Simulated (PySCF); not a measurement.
# C₅H₇ClSSi: magnetic properties

What do calculations give for the magnetic properties of C₅H₇ClSSi (`CSC1=CC=C(Cl)[SiH2]1`)?

Computed with PySCF 2.14.0 and routines of our own; the level stands in each step. Atoms count from 0.

## Step 1: The starting structure

15 atoms, charge 0, multiplicity 1; geometry from: GFN2-xTB.

## Step 2: Magnetic properties: GIAO wB97X-D/pcSseg-1

Job settings and geometry (Å):

```
{"job": {"kind": "mag", "xc": "wB97X-D", "basis": "pcSseg-1", "isotopologues": 2}, "charge": 0, "multiplicity": 1}
C      2.748592    -0.091866     0.032697
S      1.678696    -0.126907    -1.434411
C      0.097754    -0.048808    -0.707910
C     -1.036290    -0.093093    -1.439981
C     -2.277620    -0.004128    -0.708076
C     -2.157416     0.115451     0.624899
Cl    -3.506284     0.236278     1.685847
Si    -0.339054     0.128402     1.133534
H      2.550788     0.808284     0.605628
H      2.570070    -0.975849     0.636948
H      3.771513    -0.086991    -0.330474
H     -1.050109    -0.188443    -2.514530
H     -3.220304    -0.034689    -1.233060
H      0.062726    -1.030431     1.927080
H      0.102525     1.400779     1.699897
```

With the program's defaults for keys left out, this is: GIAO wB97X-D/pcSseg-1 magnetisability, rotational g tensor and spin-rotation constants, non-relativistic, gas phase.

Run with:

```
> OMP_NUM_THREADS=1 python excited_run.py task.json out
```

One launch serves the whole session: the jobs run in the order shown.

Output:

```text
coarse grid: 14648 points
cycle   1  E = -1342.3346798430  dE =  1.346e+00  |g| = 3.315e-01  |ddm| = 3.828e+00
cycle   2  E = -1342.3590910113  dE = -2.441e-02  |g| = 2.446e-01  |ddm| = 7.586e-01
cycle   3  E = -1342.3723645226  dE = -1.327e-02  |g| = 7.289e-02  |ddm| = 3.300e-01
cycle   4  E = -1342.3737439896  dE = -1.379e-03  |g| = 2.507e-02  |ddm| = 9.153e-02
cycle   5  E = -1342.3739098354  dE = -1.658e-04  |g| = 5.157e-03  |ddm| = 3.717e-02
cycle   6  E = -1342.3739191561  dE = -9.321e-06  |g| = 1.945e-03  |ddm| = 1.134e-02
final grid: 129064 points
cycle   7  E = -1342.4341693230  dE = -1.702e-04  |g| = 4.591e-03  |ddm| = 4.433e-02
cycle   8  E = -1342.4341729563  dE = -3.633e-06  |g| = 2.666e-03  |ddm| = 9.828e-03
cycle   9  E = -1342.4341742690  dE = -1.313e-06  |g| = 7.759e-04  |ddm| = 3.278e-03
cycle  10  E = -1342.4341744078  dE = -1.388e-07  |g| = 2.979e-04  |ddm| = 1.151e-03
cycle  11  E = -1342.4341744334  dE = -2.558e-08  |g| = 9.432e-05  |ddm| = 4.745e-04
cycle  12  E = -1342.4341744362  dE = -2.867e-09  |g| = 2.826e-05  |ddm| = 1.704e-04
cycle  13  E = -1342.4341744366  dE = -3.665e-10  |g| = 1.164e-05  |ddm| = 5.717e-05
converged SCF energy = -1342.4341744366

Magnetisability tensor (1e-30 J/T^2)
    -1486.73        2.99       52.47
        2.99    -1635.43       27.08
       52.47       27.08    -1371.33
isotropic -1497.83   principal values   -1638.22  -1506.65  -1348.62
isotropic susceptibility -90.201 1e-6 cm^3/mol

Inertial axes            a          b          c
rot. const./GHz      3.3655     0.6059     0.5184
chi total           -90.703    -81.255    -98.646
chi diamagnetic    -504.891  -1963.269  -2300.480
chi paramagnetic    414.188   1882.013   2201.834
quadrupole/D A       -4.646      9.265     -4.619
g nuclear            0.6078     0.5222     0.5309
g electronic        -0.6549    -0.5357    -0.5362
g total             -0.0470    -0.0135    -0.0053

Spin-rotation constants (kHz, H = +C I.J)
atom  isotope        aa         bb         cc
  6   35Cl        0.388      0.222      0.106
  8     1H       -0.242     -0.051     -0.018
  9     1H       -0.275     -0.057     -0.007
 10     1H        0.094     -0.065     -0.060
 11     1H       -0.205      0.044     -0.064
 12     1H       -0.029      0.016     -0.064
 13     1H       -0.322     -0.026     -0.004
 14     1H       -0.321     -0.028     -0.002
  0    13C*       0.481      0.077      0.088
  1    33S*       0.601      0.212      0.149
  2    13C*       1.621      0.243      0.088
  3    13C*       1.490      0.225      0.083
  4    13C*       1.734      0.214      0.092
  5    13C*       1.675      0.186      0.095
  7   29Si*      -1.717     -0.356     -0.317
* in the singly substituted isotopologue

Isotopologues: g along a, b, c
2H    at 8,9,10,11,12,1    -0.0394    -0.0128    -0.0050
13C   at 0                 -0.0466    -0.0133    -0.0053
```

Run time: 59 s. Hardware: 1 thread of Arm Neoverse V1, shared host; peak memory 0.96 GiB.

From this job:

| quantity | value |
| --- | --- |
| magnetisability | -1498·10⁻³⁰ J/T² |
| molar susceptibility | -90.2·10⁻⁶ cm³/mol |
| rotational g (a, b, c) | -0.0470, -0.0135, -0.0053 |

The fields below are evaluated on a grid from the run's orbitals.

Frontier orbitals at wB97X-D/pcSseg-1, with the share of their density that lies nearest to each atom:

```
orbital  energy (eV)                                         lies on
   HOMO        -7.50        S1 33 %; C3, C5 about 16 % each; C2 12 %
   LUMO        -0.07  C2, C5 about 21 % each; C3, C4 about 13 % each
```

ELF in a plane through or near 11 of the atoms.

Ten even steps from ' ' (0.00) to '@' (1.00):
```
                                                        
                                                        
                                                        
                                    ..==++==..          
                          ....      --##%%%%++::        
                        ::----..    ::%%%%####++::      
                      ..----    ++--::**..##++%%++      
              ..::..    ..::##**%%%%++%%**==%%%%**..    
            ..==++==    ::..##--@@##++--**##%%##++      
      ..##%%**::--++..  ##@@##====++==##--  ......      
      %%@@@@@@--::##==::**==++==..==----++==..          
      ##@@@@@@**##%%--++%%::--%%**@@::::@@@@@@--        
      ..%%@@**..++::**..%%++%%++++%%####@@@@@@**        
              ..**==--::==..::**##**....##@@%%..        
              ::##@@@@%%::  --@@@@@@--    ..            
              ..++##%%**..  --@@@@@@++                  
                ..::--::      ##@@%%..                  
                                                        
                                                        
                                                        
```
The map spans 12.7 Å across and 10.2 Å up, centred on the molecule. Atoms in the plane (x, y in Å): C0 (-2.7, -0.1), S1 (-1.6, -1.5), C2 (-0.1, -0.7), C3 (1.1, -1.4), C4 (2.3, -0.6), C5 (2.1, 0.7), Cl6 (3.4, 1.8), Si7 (0.3, 1.2), H10 (-3.8, -0.5), H11 (1.1, -2.5), H12 (3.3, -1.1).

On the surface of density 0.002 e/bohr³ the electrostatic potential runs, from the 1st to the 99th percentile, from -0.80 V near S1 to 1.28 V near H13.

## Step 3: Magnetic properties: GIAO OLYP/cc-pVDZ

Settings changed since step 2:

```diff
@@ -1,2 +1,2 @@
-{"job": {"kind": "mag", "xc": "wB97X-D", "basis": "pcSseg-1", "isotopologues": 2}, "charge": 0, "multiplicity": 1}
+{"job": {"kind": "mag", "xc": "OLYP", "basis": "cc-pVDZ"}, "charge": 0, "multiplicity": 1}
 C      2.748592    -0.091866     0.032697
```

With the program's defaults for keys left out, this is: GIAO OLYP/cc-pVDZ magnetisability, rotational g tensor and spin-rotation constants, non-relativistic, gas phase.

Output:

```text
coarse grid: 14648 points
cycle   1  E = -1342.4609994339  dE =  9.451e-01  |g| = 4.807e-01  |ddm| = 7.935e+00
cycle   2  E = -1342.3429135155  dE =  1.181e-01  |g| = 7.842e-01  |ddm| = 2.563e+00
cycle   3  E = -1342.5148091224  dE = -1.719e-01  |g| = 2.220e-01  |ddm| = 1.609e+00
cycle   4  E = -1342.5303555121  dE = -1.555e-02  |g| = 5.355e-02  |ddm| = 4.489e-01
cycle   5  E = -1342.5309125739  dE = -5.571e-04  |g| = 2.942e-02  |ddm| = 1.128e-01
cycle   6  E = -1342.5311245666  dE = -2.120e-04  |g| = 8.238e-03  |ddm| = 5.538e-02
cycle   7  E = -1342.5311430487  dE = -1.848e-05  |g| = 2.567e-03  |ddm| = 1.753e-02
cycle   8  E = -1342.5311446120  dE = -1.563e-06  |g| = 1.150e-03  |ddm| = 6.069e-03
final grid: 129064 points
cycle   9  E = -1342.5540191995  dE = -2.545e-05  |g| = 1.691e-02  |ddm| = 1.195e-01
cycle  10  E = -1342.5538229980  dE =  1.962e-04  |g| = 3.020e-02  |ddm| = 8.995e-02
cycle  11  E = -1342.5540904672  dE = -2.675e-04  |g| = 5.595e-03  |ddm| = 6.189e-02
cycle  12  E = -1342.5541000209  dE = -9.554e-06  |g| = 1.722e-03  |ddm| = 1.202e-02
cycle  13  E = -1342.5541007809  dE = -7.600e-07  |g| = 5.728e-04  |ddm| = 3.541e-03
cycle  14  E = -1342.5541008798  dE = -9.898e-08  |g| = 1.889e-04  |ddm| = 1.263e-03
cycle  15  E = -1342.5541008894  dE = -9.533e-09  |g| = 7.051e-05  |ddm| = 4.080e-04
cycle  16  E = -1342.5541008907  dE = -1.294e-09  |g| = 2.225e-05  |ddm| = 1.360e-04
cycle  17  E = -1342.5541008908  dE = -1.496e-10  |g| = 3.592e-06  |ddm| = 4.778e-05
converged SCF energy = -1342.5541008908

Magnetisability tensor (1e-30 J/T^2)
    -1454.44        0.69       40.76
        0.69    -1635.80       28.38
       40.76       28.38    -1361.53
isotropic -1483.92   principal values   -1638.77  -1469.27  -1343.72
isotropic susceptibility -89.364 1e-6 cm^3/mol

Inertial axes            a          b          c
rot. const./GHz      3.3655     0.6059     0.5184
chi total           -88.448    -80.965    -98.679
chi diamagnetic    -502.821  -1958.822  -2297.619
chi paramagnetic    414.373   1877.858   2198.940
quadrupole/D A       -2.854      7.022     -4.168
g nuclear            0.6078     0.5222     0.5309
g electronic        -0.6552    -0.5345    -0.5355
g total             -0.0473    -0.0123    -0.0046

Spin-rotation constants (kHz, H = +C I.J)
atom  isotope        aa         bb         cc
  6   35Cl        0.470      0.223      0.107
  8     1H       -0.240     -0.051     -0.018
  9     1H       -0.275     -0.056     -0.006
 10     1H        0.111     -0.067     -0.060
 11     1H       -0.211      0.046     -0.064
 12     1H       -0.035      0.017     -0.064
 13     1H       -0.317     -0.026     -0.005
 14     1H       -0.317     -0.028     -0.003
  0    13C*       0.464      0.070      0.081
  1    33S*       0.665      0.201      0.143
  2    13C*       1.393      0.225      0.087
  3    13C*       1.288      0.208      0.076
  4    13C*       1.493      0.196      0.086
  5    13C*       1.440      0.178      0.095
  7   29Si*      -1.494     -0.310     -0.283
* in the singly substituted isotopologue
```

It took 44 s on 1 thread of Arm Neoverse V1, shared host; peak memory 0.6 GiB.

Key values:

```
              quantity                      value
       magnetisability           -1484·10⁻³⁰ J/T²
  molar susceptibility         -89.4·10⁻⁶ cm³/mol
rotational g (a, b, c)  -0.0473, -0.0123, -0.0046
```

## Step 4: The levels compared

```csv
level,ξ (10⁻³⁰ J/T²),g(a),g(b),gap (eV),functions,time
GIAO wB97X-D/pcSseg-1,-1498,-0.0470,-0.0135,7.42,192,59 s
GIAO OLYP/cc-pVDZ,-1484,-0.0473,-0.0123,2.35,159,44 s
```

## Step 5: Results

| quantity | value |
| --- | --- |
| magnetisability (step 2, GIAO wB97X-D/pcSseg-1) | -1498·10⁻³⁰ J/T² |
| molar susceptibility (step 2, GIAO wB97X-D/pcSseg-1) | -90.2·10⁻⁶ cm³/mol |
| rotational g (a, b, c) (step 2, GIAO wB97X-D/pcSseg-1) | -0.0470, -0.0135, -0.0053 |
| surface potential, 1st and 99th percentile | -0.80 V and 1.28 V |
| magnetisability over the levels | -1498 to -1484·10⁻³⁰ J/T² |

The magnetisability spreads by 0.9 % over 2 levels, from GIAO wB97X-D/pcSseg-1 (59 s) to GIAO OLYP/cc-pVDZ (44 s); the runs took 44 s to 59 s. Two levels can agree by chance, so this spread shows no convergence. Vibrational averaging and real surroundings are missing from these values.
